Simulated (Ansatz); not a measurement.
a series on the Cu3Au structure: RbMg3, RbSr3, RbBa3: a table of relaxed lattice constants and trends, run with Ansatz's Python interface.

`rbmg3_series.py`
```python
'''A chemical series on the Cu3Au structure: relaxed cells and their trends.'''

import ansatz as az
import numpy as np


def cu3au(a_site, b_site, a):
    return (
        az.Lattice.cubic(a)
        .space_group(221)
        .atom(a_site, (0, 0, 0))
        .atom(b_site, (0, 0.5, 0.5))
    )


def run_phase(name, crystal):
    calc = crystal.calculation()
    calc = calc.functional('r2scan').basis(500)
    calc = calc.kpoints(spacing=0.15)
    calc = calc.occupations('fermi_dirac', width=0.1).stress()
    calc = calc.band_table()
    calc = calc.relax(force_tolerance=0.01, max_steps=40, cell=True)
    return calc.run(threads=1)


def volume_per_atom(outcome):
    return abs(np.linalg.det(outcome.lattice.cell_ang)) / len(outcome.lattice.sites)

# the lattice constants below are starting guesses
phases = {}
phases['RbMg3'] = cu3au('Rb', 'Mg', 5.43)
phases['RbSr3'] = cu3au('Rb', 'Sr', 6.25)
phases['RbBa3'] = cu3au('Rb', 'Ba', 6.55)

done = {}
for name, crystal in phases.items():
    try:
        done[name] = run_phase(name, crystal)
    except az.NonConvergedError as error:
        print(name, 'did not converge:', str(error)[:120])

rows = [(name, float(np.linalg.norm(o.lattice.cell_ang[0])), volume_per_atom(o)) for name, o in done.items()]
print('  compound       a (A)  V (A^3/atom)')
for row in rows:
    print(f'{str(row[0]):>10}  {row[1]:10.3f}  {row[2]:12.3f}')
```

Rank the compounds by their relaxed volume per atom.

From smallest to largest: RbMg3 (34.88 Å³), RbSr3 (62.85 Å³) and RbBa3 (72.29 Å³). The largest is 107 % above the smallest.

The run itself:

```console
$ python rbmg3_series.py
  compound       a (A)  V (A^3/atom)
     RbMg3       5.186        34.877
     RbSr3       6.311        62.850
     RbBa3       6.613        72.292
```

The cells are built on a prototype by substitution; a member may or may not take this structure in nature. The whole script took 2.8 min on 1 thread of Intel(R) Xeon(R) Platinum 8488C (Sapphire Rapids), with other jobs on the host, peak memory 1.2 GiB.
